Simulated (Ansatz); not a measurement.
# F3PSi: the cost of one run

Program: Ansatz 0.2.0. Level of theory: the levels named in each step. These are calculated values, not measurements.

### 1 Starting point

Bond lengths: F1–P2 1.661 Å, P2–Si3 2.100 Å, Si3–F4 1.594 Å, Si3–F5 1.596 Å. Angles: F1–P2–Si3 100.3°, P2–Si3–F4 115.7°, P2–Si3–F5 146.6°, F4–Si3–F5 97.7°.

As a file:

```xyz
5

F     2.1800    0.7007   -0.1925
P     1.3122   -0.6042    0.3591
Si   -0.6423    0.0401   -0.0571
F    -1.8052   -0.9736    0.3434
F    -1.5645    1.1986   -0.6520
```

### 2 A rough first relaxation, PBE-D4/def2-SVP

Contents of input.yaml:

```yaml
crystal:
  periodic: [false, false, false]
  atoms:
    - { symbol: F, position_ang: [2.18001, 0.70067, -0.19245] }
    - { symbol: P, position_ang: [1.3122, -0.60419, 0.35911] }
    - { symbol: Si, position_ang: [-0.64233, 0.04013, -0.05713] }
    - { symbol: F, position_ang: [-1.80524, -0.9736, 0.34344] }
    - { symbol: F, position_ang: [-1.56453, 1.19863, -0.652] }
basis:
  gaussian: { orbitals: def2-SVP }
hamiltonian:
  xc: pbe
  dispersion: d4
relax:
  f_tol: 0.03
  max_steps: 200
```

The run is started by

```console
$ ansatz run input.yaml --threads 4 --pin off --max-ram 10240MiB --backend cpu --events-out ev --progress --plain --runs-dir out
```

Q: Estimate wall time and peak memory on 4 threads of Arm Neoverse V1, shared host.

About 4.1 s, with a peak of 0.14 GiB.
